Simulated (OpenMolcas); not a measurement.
**GaH2ClO (SMILES [OH][GaH][Cl]) at 6 levels**

Wanted: a comparison of 6 runs (HF/3-21G, SVWN5/def2-SVPD, TPSS/def2-SVPD, r2SCAN/def2-SVPD, revPBE/def2-SVPD, MP2/def2-SVPD) of GaH2ClO. 

Program for the calculation: OpenMolcas 26.06.

## 1. The molecule

GaH2ClO has 5 atoms, charge 0, and is taken as a singlet. SMILES: `[OH][GaH][Cl]`. The coordinates come from a PBE0-D4/def2-TZVP relaxation. This is one conformer, not always the lowest.

Bond lengths: O1–Ga2 1.772 Å, Ga2–Cl3 2.145 Å, O1–H4 0.960 Å, Ga2–H5 1.541 Å. Angles: O1–Ga2–Cl3 115.0°, O1–Ga2–H5 122.5°, Cl3–Ga2–H5 122.5°, Ga2–O1–H4 113.5°.

## 2. Energy and gradient at HF/3-21G (run 1)

Contents of struct.xyz:

```xyz
5

O     -1.152400     0.516000    -0.496900
Ga     0.470000     0.208100     0.146200
Cl     0.927500    -1.856600     0.504600
H     -1.672300    -0.281800    -0.622300
H      1.477200     1.340600     0.426900
```

Contents of job.input:

```
>>> EXPORT MOLCAS_PRINT=2
&gateway
baslib = $CurrDir
coord = struct.xyz
basis = 3-21G
group = NoSym
&seward
&scf
thresholds = 1e-10 1e-07 1e-07 1e-05
prorbitals = 1 1
&alaska
```

The basis set 3-21G is read from a file made from the Basis Set Exchange's data (not shown).

Launch:

```bash
$ export MOLCAS_MEM=1860
$ pymolcas job.input > job.log
```

Output:

```text
--- Start Module: gateway ---
[...]
--- Stop Module: gateway /rc=_RC_ALL_IS_WELL_ ---
[...]
      Basis functions           48
[...]
--- Start Module: scf ---
[...]
       Convergence after  12 Iterations
[...]
::    Total SCF energy                              -2446.8431466681
[...]
      Total spin, S                                     0.0000000000
[...]
      Total electronic charge=   58.000000
      Total            charge=   -0.000000
[...]
      Dipole Moment (debye):
      Origin of the operator (angstrom)=    0.3790   -0.3385    0.1606
                   X= -2.2972E-01               Y=  1.0943E+00               Z= -1.8412E-01           Total=  1.1332E+00
      Quadrupole Moment (debye*angstrom):
[...]
--- Stop Module: scf /rc=_RC_ALL_IS_WELL_ ---
--- Start Module: alaska ---
[...]
 *              Molecular gradients               *
 **************************************************
  Irreducible representation: a
 ------------------------------------------------------------------------------------------
                              X                       Y                       Z
 ------------------------------------------------------------------------------------------
  O1               -3.41895413039808E-02    1.18390357216587E-02   -1.40384613402631E-02
  GA2               2.89459557059324E-02   -3.96733987166868E-02    1.45401242095624E-02
  CL3              -6.66567914894856E-03    2.88197850068102E-02   -5.11037113201063E-03
  H4                1.35412160255015E-02   -5.61573306795626E-04    5.19005778586390E-03
  H5               -1.63195127839533E-03   -4.23848705100482E-04   -5.81349523162134E-04
 ------------------------------------------------------------------------------------------
--- Stop Module: alaska /rc=_RC_ALL_IS_WELL_ ---
[...]
```

Run time: 2.1 s. Hardware: 1 thread of Intel Xeon 6975P-C (Granite Rapids), shared host; peak memory 0.38 GiB.

## 3. Energy and gradient at SVWN5/def2-SVPD (run 2)

Contents of test.inp:

```
>>> EXPORT MOLCAS_PRINT=2
&GATEWAY
BasLib=$CurrDir
Coord
5
angstrom
O       -1.152400       0.516000      -0.496900
Ga       0.470000       0.208100       0.146200
Cl       0.927500      -1.856600       0.504600
H       -1.672300      -0.281800      -0.622300
H        1.477200       1.340600       0.426900
Basis=def2-SVPD
Group=NoSym
&SEWARD
GridInput
Grid=UltraFine
End of Grid
&SCF
KSDFT=SVWN5
Thresholds=1e-10 1e-07 1e-07 1e-05
PrOrbitals=1 2
&ALASKA
```

The basis set def2-SVPD is read from a file made from the Basis Set Exchange's data (not shown).

Launch:

```bash
$ export MOLCAS_MEM=1860
$ pymolcas test.inp > test.log
```

Output:

```text
--- Start Module: gateway ---
[...]
--- Stop Module: gateway /rc=_RC_ALL_IS_WELL_ ---
[...]
      Basis functions          104
[...]
--- Start Module: scf ---
[...]
       Convergence after  16 Iterations
[...]
::    Total KS-DFT energy                           -2456.0803775123
[...]
      Total spin, S                                     0.0000000000
[...]
      Total electronic charge=   58.000000
      Total            charge=   -0.000000
[...]
      Dipole Moment (debye):
      Origin of the operator (angstrom)=    0.3790   -0.3385    0.1606
                   X=  9.0270E-02               Y=  5.2330E-01               Z= -1.1963E-02           Total=  5.3116E-01
      Quadrupole Moment (debye*angstrom):
[...]
--- Stop Module: scf /rc=_RC_ALL_IS_WELL_ ---
[...]
--- Start Module: alaska ---
[...]
 *              Molecular gradients               *
 **************************************************
  Irreducible representation: a
 ------------------------------------------------------------------------------------------
                              X                       Y                       Z
 ------------------------------------------------------------------------------------------
  O1               -1.00785562141503E-02   -1.12468801965893E-02   -2.81650690893009E-03
  GA2              -4.96258417740592E-04   -1.80415666767075E-03   -2.47302536882099E-05
  CL3               5.75519145604275E-04   -5.13525094021361E-05    2.21462091982261E-04
  H4                9.16676594881505E-03    1.24653451278407E-02    2.35994255430549E-03
  H5                8.32529537374782E-04    6.37044245848095E-04    2.59832516329661E-04
 ------------------------------------------------------------------------------------------
--- Stop Module: alaska /rc=_RC_ALL_IS_WELL_ ---
[...]
```

Wall time 20 s (1 thread of Intel Xeon 6975P-C (Granite Rapids), shared host); peak memory 0.59 GiB.

## 4. Energy and gradient at TPSS/def2-SVPD (run 3)

Contents of coord.xyz:

```xyz
5

O     -1.152400     0.516000    -0.496900
Ga     0.470000     0.208100     0.146200
Cl     0.927500    -1.856600     0.504600
H     -1.672300    -0.281800    -0.622300
H      1.477200     1.340600     0.426900
```

Contents of mol.input:

```
>>> EXPORT MOLCAS_PRINT=2
&GATEWAY
BasLib = $CurrDir
Coord = coord.xyz
Basis = def2-SVPD
Group = NoSym
&SEWARD
GridInput
Grid=UltraFine
End of Grid
&SCF
KSDFT = 2
1.0 MGGA_X_TPSS
1.0 MGGA_C_TPSS
Thresholds = 1e-10 1e-07 1e-07 1e-05
PrOrbitals = 1 2
&ALASKA
```

The basis set def2-SVPD is read from a file made from the Basis Set Exchange's data (not shown).

Launch:

```bash
$ export MOLCAS_MEM=1860
$ pymolcas mol.input > mol.log
```

Output:

```text
--- Start Module: gateway ---
[...]
--- Stop Module: gateway /rc=_RC_ALL_IS_WELL_ ---
[...]
      Basis functions          104
[...]
--- Start Module: scf ---
[...]
       Convergence after  16 Iterations
[...]
::    Total KS-DFT energy                           -2461.1512553487
[...]
      Total spin, S                                     0.0000000000
[...]
      Total electronic charge=   58.000000
      Total            charge=   -0.000000
[...]
      Dipole Moment (debye):
      Origin of the operator (angstrom)=    0.3790   -0.3385    0.1606
                   X=  9.4280E-04               Y=  5.5244E-01               Z= -4.8479E-02           Total=  5.5457E-01
      Quadrupole Moment (debye*angstrom):
[...]
--- Stop Module: scf /rc=_RC_ALL_IS_WELL_ ---
[...]
--- Start Module: alaska ---
[...]
 *              Molecular gradients               *
 **************************************************
  Irreducible representation: a
 ------------------------------------------------------------------------------------------
                              X                       Y                       Z
 ------------------------------------------------------------------------------------------
  O1                3.62408267362824E-03   -1.16265296381890E-02    2.41483590745872E-03
  GA2              -8.90955697484941E-03   -7.94289659780745E-03   -2.66733773313788E-03
  CL3              -2.38333551683745E-03    1.01438643805878E-02   -1.81371896901350E-03
  H4                7.79467473958828E-03    9.81791896593176E-03    2.07774744484635E-03
  H5               -1.25864921555419E-04   -3.92357110452934E-04   -1.15266501530265E-05
 ------------------------------------------------------------------------------------------
--- Stop Module: alaska /rc=_RC_ALL_IS_WELL_ ---
[...]
```

Wall time 35 s (1 thread of Intel Xeon 6975P-C (Granite Rapids), shared host); peak memory 0.59 GiB.

Runs 4 to 5 aren't shown in full; the table further down has their settings and results.

## 5. A single-point energy at MP2/def2-SVPD (run 6)

Contents of calc.input:

```
&GATEWAY
 BasLib = $CurrDir
 Coord
 5
 angstrom
 O       -1.152400       0.516000      -0.496900
 Ga       0.470000       0.208100       0.146200
 Cl       0.927500      -1.856600       0.504600
 H       -1.672300      -0.281800      -0.622300
 H        1.477200       1.340600       0.426900
 Basis = def2-SVPD
 Group = NoSym

&SEWARD

&SCF
 Thresholds = 1e-10 1e-07 1e-07 1e-05
 PrOrbitals = 1 1

&MBPT2
 Frozen = 15
```

The basis set def2-SVPD is read from a file made from the Basis Set Exchange's data (not shown).

Launch:

```bash
$ export MOLCAS_MEM=1860
$ pymolcas calc.input > calc.log
```

Output:

```text
--- Start Module: gateway ---
[...]
--- Stop Module: gateway /rc=_RC_ALL_IS_WELL_ ---
[...]
      Basis functions          104
[...]
--- Start Module: scf ---
[...]
       Convergence after  14 Iterations
[...]
::    Total SCF energy                              -2458.4252591685
[...]
      Total spin, S                                     0.0000000000
[...]
      Total electronic charge=   58.000000
      Total            charge=   -0.000000
[...]
      Dipole Moment (debye):
      Origin of the operator (angstrom)=    0.3790   -0.3385    0.1606
                   X=  2.6375E-01               Y=  5.0493E-01               Z=  5.5585E-02           Total=  5.7237E-01
      Quadrupole Moment (debye*angstrom):
[...]
--- Stop Module: scf /rc=_RC_ALL_IS_WELL_ ---
[...]
--- Start Module: mbpt2 ---
[...]
WARNING!
Default frozen orbitals as non valence orbitals is overwritten by user input.
Default values:  20
[...]
       Reference weight ( Cref**2 )         =        0.85460
::    Total MBPT2 energy                            -2458.9875837736
[...]
      Total MBPT2 calculations                           0.37      0.43
--- Stop Module: mbpt2 /rc=_RC_ALL_IS_WELL_ ---
[...]
```

It took 11 s on 1 thread of Intel Xeon 6975P-C (Granite Rapids), shared host; peak memory 0.59 GiB.

## 6. All runs side by side

```
run             level  integration grid      task   energy (Eh)  dipole moment (D) of the reference  HOMO energy (eV)  LUMO energy (eV)  wall time
  1          HF/3-21G                 –  gradient  -2446.843147                                1.13            -12.32              1.58      2.1 s
  2   SVWN5/def2-SVPD         UltraFine  gradient  -2456.080378                                0.53             -7.78             -2.30       20 s
  3    TPSS/def2-SVPD         UltraFine  gradient  -2461.151255                                0.55             -7.78             -1.88       35 s
  4  r2SCAN/def2-SVPD         UltraFine  gradient  -2461.054485                                0.56             -8.00             -1.72       31 s
  5  revPBE/def2-SVPD         UltraFine  gradient  -2460.875984                                0.55             -7.62             -1.94       30 s
  6     MP2/def2-SVPD                 –    energy  -2458.987584                                0.57            -12.44              1.35       11 s
```

## 7. Outcome

| quantity | value |
| --- | --- |
| run 6: total energy | -2458.98758 Eh |
| run 6: dipole moment (mean-field density) | 0.57 D |
| run 6: HOMO energy (Hartree–Fock orbitals) | -12.44 eV |
| run 6: LUMO energy (Hartree–Fock orbitals) | 1.35 eV |
| run 6: HOMO–LUMO gap (Hartree–Fock orbitals) | 13.79 eV |
| run 6: correlation energy (15 core orbitals frozen) | -562.3 mEh |

Over runs 1, 2, 3, 4, 5 the dipole moment (its size) runs from 0.53 D (SVWN5/def2-SVPD) to 1.13 D (HF/3-21G). The two ends differ in method and basis. Over runs 1, 2, 3, 4, 5 the HOMO–LUMO gap runs from 5.48 eV (SVWN5/def2-SVPD) to 13.90 eV (HF/3-21G). Totals of different functionals can't be ranked against each other. All runs together took 2.2 min, the longest 35 s.
